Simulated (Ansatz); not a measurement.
# One shape, several levels: doublet C2H6AlCl+

Wanted: a comparison of 6 runs (U-wB97M-V/cc-pVDZ, UBHLYP/cc-pVDZ, UHSE06/cc-pVDZ, UPBE/cc-pVDZ, UPBE0/cc-pVDZ, USVWN5/cc-pVDZ) of doublet C2H6AlCl+. 

Program for the calculation: Ansatz 0.2.0.

56 further runs of the same task are left out: 56 set aside as unsound or not needed.

### Step 1. The molecule

C2H6AlCl+: 10 atoms, total charge +1, spin state doublet. As SMILES of the parent species, `[CH3][Al]([CH3])[Cl]`. The coordinates come from a PBE0-D4/def2-TZVP relaxation. That shape belongs to the parent species and isn't relaxed for this state.

Bond lengths: C1–Al2 1.942 Å, Al2–C3 1.942 Å, Al2–Cl4 2.114 Å, C1–H5 1.092 Å, C1–H6 1.095 Å, C1–H7 1.095 Å, C3–H8 1.095 Å, C3–H9 1.093 Å, C3–H10 1.094 Å. Some angles: C1–Al2–C3 125.8°, C1–Al2–Cl4 117.8°, C3–Al2–Cl4 116.4°, Al2–C1–H5 112.5°, Al2–C1–H6 110.7°, Al2–C1–H7 110.7°, Al2–C3–H8 110.7°, Al2–C3–H9 112.6°, Al2–C3–H10 110.7°, H5–C1–H6 108.1°.

### Step 2. The energy at U-wB97M-V/cc-pVDZ (run 1)

File molecule.yaml:

```yaml
basis:
  gaussian: {orbitals: cc-pVDZ}
crystal:
  periodic: [false, false, false]
  atoms:
    - symbol: C
      position_ang: [-0.517700, 1.358200, -0.989200]
    - symbol: Al
      position_ang: [-0.252300, -0.446600, -0.322400]
    - symbol: C
      position_ang: [0.742200, -0.932200, 1.273500]
    - symbol: Cl
      position_ang: [-1.112300, -2.038200, -1.415400]
    - symbol: H
      position_ang: [-1.121400, 1.383800, -1.898300]
    - symbol: H
      position_ang: [-1.010200, 1.981400, -0.235400]
    - symbol: H
      position_ang: [0.443800, 1.835600, -1.206000]
    - symbol: H
      position_ang: [0.102400, -1.471200, 1.979300]
    - symbol: H
      position_ang: [1.158700, -0.063300, 1.788800]
    - symbol: H
      position_ang: [1.566900, -1.607500, 1.025200]
magnetization: {spin_polarized: true, initial_magnetization: 1}
total_charge: 1
output: {orbitals: {seedname: orbitals}}
accuracy: high
hamiltonian: {xc: {name: wB97M-V}}
```

Command:

```
ansatz run molecule.yaml --threads 1 --pin off --max-ram 3480MiB --events-out events.jsonl --progress --plain --runs-dir runs
```

Standard output:

```text
Warning: RAYON_NUM_THREADS=1 ignored (pool sized by the plan → 1); use --threads N
Functional definition: wB97M-V
  name "wB97M-V"
  parameter omega = 0.3/bohr
  parameter cx = 0.15
  parameter cx01 = 1.007
  parameter cx10 = 0.259
  parameter css00 = 0.443
  parameter css04 = -1.437
  parameter css10 = -4.535
  parameter css20 = -3.390
  parameter css43 = 4.278
  parameter cos00 = 1.000
  parameter cos10 = 1.358
  parameter cos20 = 2.924
  parameter cos21 = -8.812
  parameter cos60 = -1.390
  parameter cos61 = 9.142
  parameter b = 6.0
  parameter c = 0.01
  gx(w, u) = 1 - cx + cx01*u + cx10*w
  gss(w, u) = css00 + css04*u^4 + css10*w + css20*w^2 + css43*w^4*u^3
  gos(w, u) = cos00 + cos10*w + (cos20 + cos21*u)*w^2 + (cos60 + cos61*u)*w^6
  exchange = spin_sum(e_x_unif_sr(omega)*gx(b97_w, b97_u_x)) + cx*exact_x_sr(omega) + exact_x_lr(omega)
  correlation = spin_sum(e_c_pw_mod_same_spin*gss(b97_w, b97_u_same))
      + integral(e_c_pw_mod_opposite_spin*gos(b97_w_opposite, b97_u_opposite)) + vv10(b, c)
2221 factors; integrals over basis functions are off by at most 4.1e-9 eV
441 factors; integrals over basis functions are off by at most 2.8e-9 eV
mean field evaluation 1: about -21275.4297 eV, gradient 3.4e1 eV
mean field evaluation 2: about -21278.3086 eV, gradient 2.4e1 eV
mean field evaluation 4: about -21281.2197 eV, gradient 1.4e0 eV
mean field evaluation 8: about -21281.3545 eV, gradient 2.3e-1 eV
mean field evaluation 16: about -21281.3585 eV, gradient 1.3e-3 eV
mean field evaluation 32: about -21281.3585 eV, gradient 2.4e-7 eV
mean field -21281.35847487 eV, -782.0754989285 hartree, gradient 3.8e-8 eV, S^2 0.762232; 4 other end points of the search recorded, 0 dependent functions left out
reference -21281.35847990 eV, -782.0754991134 hartree; 24, 23 occupied and 70, 71 virtual orbitals, 2221 factors
Total energy: -21281.35847990 eV, -782.0754991134 hartree
```

Run time: 3.4 min. Hardware: 1 thread of Arm Neoverse V1, shared host; peak memory 1.2 GiB.

### Step 3. A single-point energy at UBHLYP/cc-pVDZ (run 2)

File molecule.yaml:

```yaml
crystal:
  periodic: [false, false, false]
  atoms:
    - {symbol: C, position_ang: [-0.517700, 1.358200, -0.989200]}
    - {symbol: Al, position_ang: [-0.252300, -0.446600, -0.322400]}
    - {symbol: C, position_ang: [0.742200, -0.932200, 1.273500]}
    - {symbol: Cl, position_ang: [-1.112300, -2.038200, -1.415400]}
    - {symbol: H, position_ang: [-1.121400, 1.383800, -1.898300]}
    - {symbol: H, position_ang: [-1.010200, 1.981400, -0.235400]}
    - {symbol: H, position_ang: [0.443800, 1.835600, -1.206000]}
    - {symbol: H, position_ang: [0.102400, -1.471200, 1.979300]}
    - {symbol: H, position_ang: [1.158700, -0.063300, 1.788800]}
    - {symbol: H, position_ang: [1.566900, -1.607500, 1.025200]}
basis:
  gaussian:
    orbitals: cc-pVDZ
total_charge: 1
magnetization:
  spin_polarized: true
  initial_magnetization: 1
hamiltonian:
  xc: {name: BHLYP}
accuracy: high
output: {orbitals: {seedname: orbitals}}
```

Command:

```
ansatz run molecule.yaml --threads 1 --pin off --max-ram 3480MiB --events-out events.jsonl --progress --plain --runs-dir runs
```

Standard output:

```text
Warning: RAYON_NUM_THREADS=1 ignored (pool sized by the plan → 1); use --threads N
Functional definition: BHLYP
  name "BHLYP"
  parameter a = 0.5
  exchange = (1 - a)*b88_x + a*exact_x
  correlation = lyp_c
2221 factors; integrals over basis functions are off by at most 4.1e-9 eV
mean field evaluation 1: about -21272.5680 eV, gradient 4.4e1 eV
mean field evaluation 2: about -21271.4523 eV, gradient 4.4e1 eV
mean field evaluation 4: about -21282.3811 eV, gradient 4.3e0 eV
mean field evaluation 8: about -21282.6246 eV, gradient 4.7e-1 eV
mean field evaluation 16: about -21282.6353 eV, gradient 6.2e-4 eV
mean field evaluation 32: about -21282.6353 eV, gradient 5.0e-8 eV
mean field -21282.63531782 eV, -782.1224220414 hartree, gradient 2.5e-8 eV, S^2 0.771765; 4 other end points of the search recorded, 0 dependent functions left out
reference -21282.63534758 eV, -782.1224231353 hartree; 24, 23 occupied and 70, 71 virtual orbitals, 2221 factors
Total energy: -21282.63534758 eV, -782.1224231353 hartree
```

Wall time 27 s (1 thread of Arm Neoverse V1, shared host); peak memory 0.49 GiB.

Runs 3 to 5 aren't shown in full; the table further down has their settings and results.

### Step 4. The energy at USVWN5/cc-pVDZ (run 6)

molecule.yaml: that of step 3 with these lines changed.

```diff
@@ -21,3 +21,3 @@
 hamiltonian:
-  xc: {name: BHLYP}
+  xc: {name: SVWN5}
 accuracy: high
```

Command:

```
ansatz run molecule.yaml --threads 1 --pin off --max-ram 3480MiB --events-out events.jsonl --progress --plain --runs-dir runs
```

Standard output:

```text
Warning: RAYON_NUM_THREADS=1 ignored (pool sized by the plan → 1); use --threads N
Functional definition: SVWN5
  name "SVWN5"
  exchange = slater_x
  correlation = vwn5_c
2221 factors; integrals over basis functions are off by at most 4.1e-9 eV
mean field evaluation 1: about -21167.8316 eV, gradient 7.0e1 eV
mean field evaluation 2: about -21109.0697 eV, gradient 1.1e2 eV
mean field evaluation 4: about -21189.9735 eV, gradient 2.4e1 eV
mean field evaluation 8: about -21194.0900 eV, gradient 7.5e-1 eV
mean field evaluation 16: about -21194.0942 eV, gradient 2.3e-4 eV
mean field evaluation 32: about -21192.7462 eV, gradient 3.9e0 eV
mean field -21194.09419082 eV, -778.8685956394 hartree, gradient 2.1e-8 eV, S^2 0.751846; 3 other end points of the search recorded, 0 dependent functions left out
reference -21194.09419466 eV, -778.8685957808 hartree; 24, 23 occupied and 70, 71 virtual orbitals, 2221 factors
Total energy: -21194.09419466 eV, -778.8685957808 hartree
```

Run time: 10 s. Hardware: 1 thread of Arm Neoverse V1, shared host; peak memory 0.31 GiB.

### Step 5. All runs side by side

| run | level | energy (Eh) | HOMO energy (eV) | LUMO energy (eV) | ⟨S²⟩ | wall time |
| --- | --- | --- | --- | --- | --- | --- |
| 1 | U-wB97M-V/cc-pVDZ | -782.075499 | -16.23 | -10.22 | 0.762 | 3.4 min |
| 2 | UBHLYP/cc-pVDZ | -782.122423 | -15.03 | -11.05 | 0.772 | 27 s |
| 3 | UHSE06/cc-pVDZ | -781.794719 | -13.87 | -12.19 | 0.760 | 25 s |
| 4 | UPBE/cc-pVDZ | -781.740475 | -13.12 | -12.36 | 0.753 | 17 s |
| 5 | UPBE0/cc-pVDZ | -781.812802 | -14.25 | -11.84 | 0.760 | 25 s |
| 6 | USVWN5/cc-pVDZ | -778.868596 | -13.16 | -12.55 | 0.752 | 10 s |

### Step 6. What came out

| quantity | value |
| --- | --- |
| run 6: total energy | -778.86860 Eh |
| run 6: HOMO energy (highest over α and β) | -13.16 eV |
| run 6: LUMO energy (lowest over α and β) | -12.55 eV |
| run 6: ⟨S²⟩ | 0.752 |

In words: Totals of different functionals can't be ranked against each other. All runs together took 5.2 min, the longest 3.4 min.
